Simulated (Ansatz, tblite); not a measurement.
# The cluster Al₄O₆: a ladder of methods and basis sets

Aim: run the singlet of the cluster Al₄O₆ at one geometry on many levels, and compare frontier levels, spin and run time.

Computed with Ansatz 0.2.0, Gaussian basis. Level: as each input shows.

Levels to be run: GFN1-xTB, GFN2-xTB, PBE-D4/def2-TZVP, r2SCAN-D4/def2-TZVP, CAM-B3LYP-D4/def2-TZVP, ωB97M-V/def2-TZVP, HSE06-D4/def2-TZVP, HF/def2-TZVP, B97M-V/def2-TZVP, PBE-D4/def2-SVP, PBE0-D4/def2-SVP, HF/STO-3G, PBE0-D4/def2-TZVPD, PBE-D4/def2-TZVPD, CAM-B3LYP-D4/def2-TZVPD, CCSD(T)/def2-SVP, MP2/def2-TZVP, RPA/def2-TZVP.

## 1. The relaxed structure

The singlet was relaxed beforehand with r2SCAN-D4/def2-SVP. At that level it is the lowest of the isomers that a small search found.

10 atoms, charge 0, spin multiplicity 1.

Bond lengths: Al1–O6 1.738 Å, Al1–O9 1.738 Å, Al1–O10 1.738 Å, Al2–O5 1.738 Å, Al2–O8 1.738 Å, Al2–O9 1.738 Å, Al3–O7 1.738 Å, Al3–O8 1.738 Å, Al3–O10 1.738 Å, Al4–O5 1.738 Å, Al4–O6 1.738 Å, Al4–O7 1.738 Å. Angles: O6–Al1–O9 113.3°, O6–Al1–O10 113.3°, O9–Al1–O10 113.3°, O5–Al2–O8 113.3°, O5–Al2–O9 113.3°, O8–Al2–O9 113.3°, O7–Al3–O8 113.3°, O7–Al3–O10 113.3°, O8–Al3–O10 113.3°, O5–Al4–O6 113.3°, O5–Al4–O7 113.3°, O6–Al4–O7 113.3°, Al2–O5–Al4 101.1°, Al1–O6–Al4 101.0°, Al3–O7–Al4 101.0°, Al2–O8–Al3 101.0°, Al1–O9–Al2 101.0°, Al1–O10–Al3 101.0°.

Geometry (Å):

```csv
atom,x (Å),y (Å),z (Å)
Al1,0.6848,-0.9959,1.1129
Al2,-1.4955,0.4479,0.5125
Al3,0.9369,1.3363,-0.1894
Al4,-0.1263,-0.7882,-1.4360
O5,-1.7554,-0.3686,-0.9996
O6,0.6045,-1.9312,-0.3497
O7,0.8775,0.5932,-1.7594
O8,-0.6046,1.9312,0.3497
O9,-0.8773,-0.5932,1.7594
O10,1.7554,0.3686,0.9997
```

PBE0-D4/def2-TZVP was run before; its log isn't repeated, and its numbers join the tables.

## 2. GFN1-xTB

Tight binding, by tblite at 300 K electronic temperature and without a spin-polarisation term:

```python
tblite.interface.Calculator('GFN1-xTB', numbers, positions, charge=0, uhf=0).singlepoint()
```

Energy -919.5142 eV, HOMO -12.61 eV, LUMO -9.70 eV; 0.006 s.

## 3. GFN2-xTB

Tight binding, by tblite at 300 K electronic temperature and without a spin-polarisation term:

```python
tblite.interface.Calculator('GFN2-xTB', numbers, positions, charge=0, uhf=0).singlepoint()
```

Energy -796.5247 eV, HOMO -13.25 eV, LUMO -10.04 eV; 0.007 s.

## 4. PBE-D4/def2-TZVP

start.molden holds the orbitals of an earlier run on this state, given as this run's starting guess.

The input, in.yaml:

```yaml
crystal:
  periodic: [false, false, false]
  atoms:
    - {symbol: Al, position_ang: [0.684824, -0.995878, 1.112904]}
    - {symbol: Al, position_ang: [-1.495455, 0.447855, 0.512468]}
    - {symbol: Al, position_ang: [0.936859, 1.336305, -0.189413]}
    - {symbol: Al, position_ang: [-0.126299, -0.788228, -1.435969]}
    - {symbol: O, position_ang: [-1.755394, -0.368595, -0.999599]}
    - {symbol: O, position_ang: [0.604549, -1.931221, -0.349726]}
    - {symbol: O, position_ang: [0.877466, 0.593210, -1.759378]}
    - {symbol: O, position_ang: [-0.604578, 1.931199, 0.349652]}
    - {symbol: O, position_ang: [-0.877329, -0.593197, 1.759369]}
    - {symbol: O, position_ang: [1.755368, 0.368552, 0.999703]}
basis:
  gaussian: {orbitals: def2-TZVP, initial_orbitals: start.molden}
hamiltonian: {xc: pbe, dispersion: d4}
scf: {omitted_lower_state_checks: [starts]}
output: {forces: true, orbitals: {seedname: orbitals}}
```

Launch:

```console
ansatz run in.yaml --threads 4 --pin off --events-out ev --progress --plain --max-ram 8704MiB
```

After this run come: r2SCAN-D4/def2-TZVP; CAM-B3LYP-D4/def2-TZVP; ωB97M-V/def2-TZVP; HSE06-D4/def2-TZVP; HF/def2-TZVP; B97M-V/def2-TZVP; PBE-D4/def2-SVP; PBE0-D4/def2-SVP; HF/STO-3G; PBE0-D4/def2-TZVPD; PBE-D4/def2-TZVPD; CAM-B3LYP-D4/def2-TZVPD; CCSD(T)/def2-SVP; MP2/def2-TZVP; RPA/def2-TZVP.

**Question.** What will the summary of the whole plan be? Wanted: gap in def2-TZVP, named functionals and Hartree-Fock, smallest and largest; correlation energy, CCSD(T)/def2-SVP; correlation energy, MP2/def2-TZVP; binding an atom, CCSD(T)/def2-SVP; PBE0 total energy, smallest basis above largest.

As calculated:

| quantity | value |
| --- | --- |
| gap in def2-TZVP, named functionals and Hartree-Fock, smallest and largest | 2.65 eV (PBE-D4), 12.06 eV (HF) |
| correlation energy, CCSD(T)/def2-SVP | -37.17 eV |
| correlation energy, MP2/def2-TZVP | -45.76 eV |
| binding an atom, CCSD(T)/def2-SVP | 4.618 eV |
| PBE0 total energy, smallest basis above largest | 24.86 eV (def2-SVP, def2-TZVPD) |

In words: Orbital gaps of the named functionals and Hartree-Fock in def2-TZVP span 2.65 eV (PBE-D4) to 12.06 eV (HF); exact exchange widens it. A small miss in a minimal or small basis is a cancelling of errors, not accuracy. The functionals in def2-TZVP miss CCSD(T)/def2-SVP by +0.306 (PBE0-D4) to +0.508 eV (PBE-D4) an atom. The yardstick is in a double-zeta basis, so levels in larger sets aren't compared like for like. CCSD(T)/def2-SVP isn't at the basis-set limit; small misses against it rank nothing.
